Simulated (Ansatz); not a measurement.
# Na2LuSi: the cost of one run

Computed with Ansatz 0.2.0 (DFT PBE, scalar-relativistic, plane waves, PAW, unless a step's input says otherwise).

**1. Starting point**

It takes space group P4/mmm (No. 123, tetragonal). The conventional cell has a = 3.809 Å, b = 3.809 Å, c = 5.218 Å, α = 90.00°, β = 90.00°, γ = 90.00°. Na (site symmetry 4/mmm) is surrounded by 2 Lu at 2.61 Å and 4 Si at 2.69 Å. Na (site symmetry 4/mmm) has 2 Si at 2.61 Å and 4 Lu at 2.69 Å as nearest neighbours. Lu (site symmetry 4/mmm) has 6 Na at 2.61 to 2.69 Å as nearest neighbours. Si (site symmetry 4/mmm) has 6 Na at 2.61 to 2.69 Å as nearest neighbours.

Coordinates:

```cif
data_structure
_symmetry_space_group_name_H-M 'P 1'
_symmetry_Int_Tables_number 1
_cell_length_a 3.8088
_cell_length_b 3.8088
_cell_length_c 5.2177
_cell_angle_alpha 90.000
_cell_angle_beta 90.000
_cell_angle_gamma 90.000
_cell_volume 75.69
loop_
_atom_site_label
_atom_site_type_symbol
_atom_site_fract_x
_atom_site_fract_y
_atom_site_fract_z
_atom_site_occupancy
Na1 Na 0.00000 0.00000 0.50000 1
Na2 Na 0.50000 0.50000 0.00000 1
Lu1 Lu 0.00000 0.00000 0.00000 1
Si1 Si 0.50000 0.50000 0.50000 1
```

The cell is invented: species swapped into a database cell of NaCeS2 (P4/mmm, No. 123), with Lu on the Na sites, Si on the Ce sites and Na on the S sites. The dimensions are guesses.

**2. The guess as it stands, on a coarse mesh**

Input file input.yaml:

```yaml
crystal:
  lattice:
    - [3.80879265, 0.0, 0.0]
    - [0.0, 3.80879265, 0.0]
    - [0.0, 0.0, 5.21772342]
  atoms:
    - { symbol: Na, position: [0.0, 0.0, 0.5] }
    - { symbol: Na, position: [0.5, 0.5, 0.0] }
    - { symbol: Lu, position: [0.0, 0.0, 0.0] }
    - { symbol: Si, position: [0.5, 0.5, 0.5] }
basis:
  ecutwfc: 420
kpoints:
  mp_grid: { grid: [4, 4, 4] }
hamiltonian:
  xc: pbe
scf:
  occupations: { method: gaussian, width: 0.1 }
  lower_state_search: "off"
output:
  forces: true
  stress: true
  eigenvalues: true
```

Launch:

```bash
$ ansatz run input.yaml --threads 1 --pin off --max-ram 2560MiB --backend cpu --events-out ev --progress --plain --runs-dir out
```

What time and memory should one allow on 1 thread of Arm Neoverse V2, shared host?

About 2.6 s, with a peak of 0.34 GiB.
